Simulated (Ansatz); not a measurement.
**CH₅InSe: basis-set convergence**

One table from this session's results is given with a row withheld; the runs are named, their logs left out.

Computed with Ansatz 0.2.0, Gaussian basis. Level: one geometry, several basis sets.

Levels to be run: PBE0-D4/def2-SVP; ωB97M-V/def2-SVP; PBE0-D4/def2-QZVPP; ωB97M-V/def2-QZVPP; the functionals' def2-TZVPP values are taken from earlier runs.

## The geometry

An earlier PBE0-D4 in a triple-zeta def2 set relaxation fixed the geometry. In takes the def2 core potential; no spin-orbit term is included.

SMILES `C[Se][InH2]`, 8 atoms, charge 0, spin multiplicity 1.

Atoms are counted from 1 here; the program's logs count them from 0.

Bond lengths: C1–Se2 1.963 Å, C1–H4 1.088 Å, C1–H5 1.088 Å, C1–H6 1.088 Å, Se2–In3 2.492 Å, In3–H7 1.719 Å, In3–H8 1.712 Å. Angles: Se2–C1–H4 108.3°, Se2–C1–H5 110.8°, Se2–C1–H6 108.4°, H4–C1–H5 109.7°, H4–C1–H6 109.9°, H5–C1–H6 109.7°, C1–Se2–In3 100.1°, Se2–In3–H7 113.9°, Se2–In3–H8 117.1°, H7–In3–H8 129.1°.

The first run:

Contents of in.yaml:

```yaml
crystal:
  periodic: [false, false, false]
  atoms:
    - {symbol: C, position_ang: [-0.748054, 1.202277, -0.529212]}
    - {symbol: Se, position_ang: [-1.180225, -0.176492, 0.799948]}
    - {symbol: In, position_ang: [0.903966, -1.539953, 0.708490]}
    - {symbol: H, position_ang: [-0.789273, 2.173569, -0.040202]}
    - {symbol: H, position_ang: [0.245096, 1.042059, -0.944060]}
    - {symbol: H, position_ang: [-1.489933, 1.156559, -1.323994]}
    - {symbol: H, position_ang: [2.072263, -0.951215, -0.406989]}
    - {symbol: H, position_ang: [0.986170, -2.906795, 1.736019]}
basis:
  gaussian: {orbitals: def2-SVP}
hamiltonian: {xc: pbe0, dispersion: d4}
output: {orbitals: {seedname: orbitals}}
```

Launch:

```bash
$ ansatz run in.yaml --threads 4 --pin off --events-out ev --progress --plain --max-ram 10444MiB
```

Steps of the session up to this table: PBE0-D4 in def2-SVP; ωB97M-V in def2-SVP; PBE0-D4 in def2-QZVPP; ωB97M-V in def2-QZVPP.

One of the session's tables, all rows but one given; the rest of the session is left out.

It belongs to the step «Functionals by basis». 

```
functional       basis  HOMO (eV)  LUMO (eV)
   PBE0-D4    def2-SVP      -6.53      -1.52
   PBE0-D4  def2-TZVPP          ?          ?
   PBE0-D4  def2-QZVPP      -6.62      -1.61
   ωB97M-V    def2-SVP      -8.60       0.05
   ωB97M-V  def2-TZVPP      -8.71      -0.14
   ωB97M-V  def2-QZVPP      -8.72      -0.19
```

Estimate the missing values for PBE0-D4, def2-TZVPP.

As computed: HOMO (eV): -6.61; LUMO (eV): -1.60. In the column «HOMO (eV)» it lies between PBE0-D4, def2-QZVPP (-6.62) and PBE0-D4, def2-SVP (-6.53).
